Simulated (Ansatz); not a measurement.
# Pd: one contact scaled

An exercise on one series of results from a longer session: the logs are not shown, and one member is left open.

Computed with Ansatz 0.2.0 (DFT PBEsol, with the methods named in each step, unless a step's input says otherwise).

1 further run of the same task is left out (it didn't finish).

## The system as given

The structure is hexagonal, space group P6_3/mmc (No. 194). The conventional cell has a = 2.798 Å, b = 2.798 Å, c = 4.533 Å, α = 90.00°, β = 90.00°, γ = 120.00°. Pd (site symmetry -6m2) is surrounded by 12 Pd at 2.78 to 2.80 Å.

Coordinates:

```cif
data_structure
_symmetry_space_group_name_H-M 'P 1'
_symmetry_Int_Tables_number 1
_cell_length_a 2.7984
_cell_length_b 2.7984
_cell_length_c 4.5334
_cell_angle_alpha 90.000
_cell_angle_beta 90.000
_cell_angle_gamma 120.000
_cell_volume 30.74
loop_
_atom_site_label
_atom_site_type_symbol
_atom_site_fract_x
_atom_site_fract_y
_atom_site_fract_z
_atom_site_occupancy
Pd1 Pd 0.33333 0.66667 0.25000 1
Pd2 Pd 0.66667 0.33333 0.75000 1
```

Atoms are numbered in the order of the input: Pd1, Pd2.

Set-up of the first run:

input.yaml

```yaml
crystal:
  lattice:
    - [2.7983685316, 0.0, 0.0]
    - [-1.3991842658, 2.4234582375, 0.0]
    - [0.0, 0.0, 4.5333570212]
  atoms:
    - { symbol: Pd, position: [0.3333333333, 0.6666666667, 0.25] }
    - { symbol: Pd, position: [0.6666666667, 0.3333333333, 0.75] }
kpoints:
  mp_grid: { grid: [12, 12, 7] }
scf:
  occupations: { method: fermi_dirac, width: 0.05 }
hamiltonian:
  xc: pbesol
  pseudopotentials: { kind: all_electron, lapw: { basis_error: 0.001 } }
output:
  forces: true
  stress: true
  eigenvalues: true
  populations: true
```

Run with:

```console
> ansatz run input.yaml --threads 1 --pin off --max-ram 2048MiB --backend cpu --events-out ev --progress --plain --runs-dir out
```

Among the steps run: The bond as given, LAPW; Shortest bond scaled by 1, norm-conserving; Shortest bond scaled by 1.1, LAPW; Shortest bond scaled by 0.82, LAPW; Shortest bond scaled by 0.76, LAPW; Shortest bond scaled by 0.76, crystal datasets; Shortest bond scaled by 0.7, LAPW; Shortest bond scaled by 0.7, crystal datasets.

One table of the session follows, with a row left open; its other results are not shown here.

| method | length (Å) | force along the bond (eV/Å) | pressure (GPa) | largest force (eV/Å) |
| --- | --- | --- | --- | --- |
| LAPW | 1.948 | 17.892 | 66.34 | 18.089 |
| LAPW | 2.115 | 9.153 | 32.77 | 9.378 |
| LAPW | 2.283 | 4.696 | 12.26 | 4.931 |
| LAPW | 2.784 | 0.000 | -8.72 | 0.000 |
| LAPW | 3.062 | -1.723 | -2.97 | 2.006 |
| PAW | 1.948 | 17.889 | 66.26 | 18.084 |
| PAW | 2.115 | 9.154 | 32.75 | 9.377 |
| PAW | 2.283 | 4.693 | 12.26 | 4.928 |
| PAW | 2.784 | 0.000 | -8.65 | 0.000 |
| PAW | 3.062 | -1.723 | -2.93 | 2.005 |
| PAW (cutoff 600 eV) | 1.948 | 17.864 | 66.16 | 18.060 |
| crystal datasets | 1.948 | 17.896 | 66.35 | 18.093 |
| crystal datasets | 2.115 | 9.155 | 32.78 | 9.380 |
| norm-conserving | 2.784 | ? | ? | ? |

Estimate the missing values for norm-conserving, 2.784.

The run gave: force along the bond (eV/Å): 0.000; pressure (GPa): -8.81; largest force (eV/Å): 0.000.

Limits of these values: Warnings in the runs' records: gradients without spin orbit, crystal datasets made.
